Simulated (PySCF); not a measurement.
# C6H7P: the cost of one run

Computed with PySCF 2.14.0, with density-fitted response routines of our own, on a single molecule in the gas phase. Atoms are numbered from 0 throughout.

### Step 1. Starting geometry

14 atoms, charge 0, multiplicity 1; geometry from: GFN2-xTB. The atoms were then displaced at random by about 0.01 Å, so the start is not that level's minimum.

Bonds of the start (Å): P0–C1 1.86, C1–C2 1.40, C2–C3 1.33, C3–C4 1.39, C4–C5 1.40, C5–C6 1.40, C6–C1 1.39, P0–H7 1.42, P0–H8 1.36, C2–H9 1.09, C3–H10 1.10, C4–H11 1.07, C5–H12 1.10, C6–H13 1.07.

### Step 2. Optimising the geometry at PBE0-D3(BJ)/def2-SVP

The job: settings as JSON, then the geometry in Å.

```
{"job": {"xc": "PBE0", "basis": "def2-SVP", "d3": "d3bj", "grid": 1, "shake": 0.01, "kind": "geom"}, "charge": 0, "multiplicity": 1}
P      2.615210    -0.242010     0.663930
C      0.811630    -0.080330     0.250410
C      0.048090    -1.215280    -0.039080
C     -1.255250    -1.107750    -0.279170
C     -1.914810     0.119060    -0.238660
C     -1.178470     1.264430     0.067570
C      0.191620     1.157870     0.316640
H      3.008090     0.887950    -0.103940
H      2.896170    -1.106100    -0.344890
H      0.551980    -2.181130    -0.053130
H     -1.870150    -1.999800    -0.496100
H     -2.965850     0.205660    -0.413910
H     -1.686230     2.235250     0.100810
H      0.740820     2.047110     0.561760
```

Command:

```
> OMP_NUM_THREADS=1 python probes_run.py task.json out
```

This one command runs all jobs of the session in turn.

**Question.** How long does this first job take on 1 thread of Arm Neoverse V1, shared host, and how much memory does it need?

About 44 s, with a peak of 0.59 GiB.
